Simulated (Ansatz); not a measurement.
# CH₅FNSn radical: basis-set convergence

One table from this session's results is given with a row withheld; the runs are named, their logs left out.

Program: Ansatz 0.2.0, Gaussian basis. Level of theory: one geometry, several basis sets. These are calculated values, not measurements.

Plan: PBE0-D4/def2-SVP; ωB97M-V/def2-SVP; PBE0-D4/def2-QZVPP; ωB97M-V/def2-QZVPP; the functionals' def2-TZVPP values are taken from earlier runs.

1 further run of the same task is left out (for a known fault of the program). Runs told in other sessions of the task aren't counted.

## The relaxed structure

The geometry comes from an earlier relaxation with PBE0-D4 in a triple-zeta def2 set; it is a stationary point, not always the lowest conformer. Sn takes the def2 core potential; no spin-orbit term is included.

SMILES `C[NH][SnH][F]`, 9 atoms, charge 0, spin multiplicity 2.

Atoms are counted from 1 here; the program's logs count them from 0.

Bond lengths: C1–N2 1.446 Å, C1–H5 1.096 Å, C1–H6 1.097 Å, C1–H7 1.093 Å, N2–Sn3 2.041 Å, N2–H8 1.013 Å, Sn3–F4 1.940 Å, Sn3–H9 1.750 Å. Angles: N2–C1–H5 109.9°, N2–C1–H6 114.2°, N2–C1–H7 110.1°, H5–C1–H6 107.5°, H5–C1–H7 107.0°, H6–C1–H7 107.7°, C1–N2–Sn3 123.5°, C1–N2–H8 112.1°, Sn3–N2–H8 113.0°, N2–Sn3–F4 97.6°, N2–Sn3–H9 105.3°, F4–Sn3–H9 104.0°.

Set-up of the first run:

File in.yaml:

```yaml
crystal:
  periodic: [false, false, false]
  atoms:
    - {symbol: C, position_ang: [-0.717689, 0.777802, -0.838796]}
    - {symbol: N, position_ang: [0.109298, -0.316319, -0.382095]}
    - {symbol: Sn, position_ang: [0.421217, -0.747862, 1.587993]}
    - {symbol: F, position_ang: [1.497864, -2.341506, 1.333988]}
    - {symbol: H, position_ang: [-0.416908, 1.076639, -1.849183]}
    - {symbol: H, position_ang: [-1.790456, 0.549063, -0.867645]}
    - {symbol: H, position_ang: [-0.579989, 1.648837, -0.193044]}
    - {symbol: H, position_ang: [-0.001979, -1.143860, -0.956006]}
    - {symbol: H, position_ang: [1.567041, 0.450908, 2.147788]}
basis:
  gaussian: {orbitals: def2-SVP}
magnetization: {spin_polarized: true, initial_magnetization: 1}
hamiltonian: {xc: pbe0, dispersion: d4}
output: {orbitals: {seedname: orbitals}}
```

Launch:

```bash
> ansatz run in.yaml --threads 4 --pin off --events-out ev --progress --plain --max-ram 10444MiB
```

Steps of the session up to this table: PBE0-D4 in def2-SVP; ωB97M-V in def2-SVP; PBE0-D4 in def2-QZVPP; ωB97M-V in def2-QZVPP.

One table of the session follows, with a row left open; its other results are not shown here.

It belongs to the step «Density functionals: the series». 

| functional | basis | HOMO (eV) | LUMO (eV) |
| --- | --- | --- | --- |
| PBE0-D4 | def2-SVP | -6.09 | -3.25 |
| PBE0-D4 | def2-TZVPP | -6.24 | -3.40 |
| PBE0-D4 | def2-QZVPP | -6.27 | -3.44 |
| ωB97M-V | def2-SVP | ? | ? |
| ωB97M-V | def2-TZVPP | -8.31 | -1.71 |
| ωB97M-V | def2-QZVPP | -8.34 | -1.78 |

Estimate the missing values for ωB97M-V, def2-SVP.

As computed: HOMO (eV): -8.13; LUMO (eV): -1.49. In the column «HOMO (eV)» it lies between ωB97M-V, def2-TZVPP (-8.31) and PBE0-D4, def2-QZVPP (-6.27).
